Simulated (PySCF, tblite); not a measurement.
# C₄H₁₃AlP₂: geometry, infrared bands and NMR shifts

Aim: predict the infrared bands and NMR shifts of C₄H₁₃AlP₂ (`C=CC[P@@+](C)([AlH3-])P`).

The runs use tblite 0.8.0 and PySCF 2.14.0, with density-fitted response routines of our own; the level of theory stands in each step. All values are computed, except where a source is named. Atoms count from 0, in the outputs and in this text.

## Step 1: Starting geometry

20 atoms, charge 0, multiplicity 1; geometry from: force field or distance geometry start.

Bonds of the start (Å): C0–C1 1.34, C1–C2 1.50, C2–P3 1.85, P3–C4 1.80, P3–Al5 2.27, P3–P6 2.16, C0–H7 1.09, C0–H8 1.09, C1–H9 1.08, C2–H10 1.11, C2–H11 1.12, C4–H12 1.11, C4–H13 1.11, C4–H14 1.12, Al5–H15 1.60, Al5–H16 1.61, Al5–H17 1.60, P6–H18 1.47, P6–H19 1.45.

## Step 2: Optimising the geometry with GFN2-xTB

Job settings and geometry (Å):

```
{"job": {"kind": "relax", "xc": "GFN2-xTB", "basis": "xTB"}, "charge": 0, "multiplicity": 1}
C      2.441200     0.217200     1.447800
C      1.759000    -0.322400     0.429800
C      0.490700    -1.091400     0.653000
P     -0.776600    -0.180600    -0.332300
C     -2.433100    -0.361000     0.360800
Al    -0.119100     1.991300    -0.389900
P     -0.816600    -1.032000    -2.314200
H      3.369200     0.775100     1.287900
H      2.090700     0.141000     2.475000
H      2.094000    -0.261900    -0.594900
H      0.133300    -1.030000     1.706300
H      0.569100    -2.149800     0.305800
H     -2.486800    -1.067800     1.211500
H     -2.786400     0.653900     0.655800
H     -3.109300    -0.701600    -0.459900
H      0.443100     2.363000    -1.838300
H     -1.349000     2.931000     0.034800
H      1.024000     2.223900     0.711700
H     -0.852300    -2.498200    -2.244400
H      0.309700    -0.589100    -3.109400
```

Started as:

```console
$ OMP_NUM_THREADS=1 python probes_run.py task.json out
```

One launch serves the whole session: the jobs run in the order shown.

**Question.** This job is followed by: GFN2-xTB harmonic vibrations, gas phase; GIAO PBE0/pcSseg-1 NMR shielding, non-relativistic, gas phase. What will the session give for the following? strongest single infrared mode (GFN2-xTB); zero-point energy (GFN2-xTB); ¹³C shifts against TMS (PBE0/pcSseg-1); ¹H shifts against TMS (PBE0/pcSseg-1, means over atoms taken as alike); ³¹P shifts against H3PO4 (PBE0/pcSseg-1); ²⁷Al shifts against AlH4- (PBE0/pcSseg-1); surface potential, 1st and 99th percentile.

The runs gave:

| quantity | value |
| --- | --- |
| strongest single infrared mode (GFN2-xTB) | 733 cm⁻¹, 812 km/mol |
| zero-point energy (GFN2-xTB) | 89.6 kcal/mol |
| ¹³C shifts against TMS (PBE0/pcSseg-1) | 135.3, 132.6, 33.7, 13.4 ppm |
| ¹H shifts against TMS (PBE0/pcSseg-1, means over atoms taken as alike) | 6.83, 6.11, 5.85, 4.19, 2.94, 2.92, 2.34, 1.43 ppm |
| ³¹P shifts against H3PO4 (PBE0/pcSseg-1) | -83.2, -196.7 ppm |
| ²⁷Al shifts against AlH4- (PBE0/pcSseg-1) | 59.5 ppm |
| surface potential, 1st and 99th percentile | -1.08 V and 1.29 V |

In words: The optimisation took 247 steps and gained 1.890 eV; among the close pairs (by a distance rule), P3–Al5 changed most, from 2.270 to 2.488 Å. All 54 modes are real, so the xTB geometry is a minimum. The strongest single mode, at 733 cm⁻¹, is spread over several atoms, H16, H15, H17 among them. Unscaled tight-binding wavenumbers are off by several per cent, some by more. Its intensities can rank the bands wrongly. The most deshielded carbon is C1 (alkene CH), at 135.3 ppm: an sp2 carbon of a C=C bond. By nearest atom (PBE0/pcSseg-1), the HOMO sits on P6 27 %; H17 23 % and the LUMO on P3, P6 about 22 % each; C0, C1 about 6 % each.
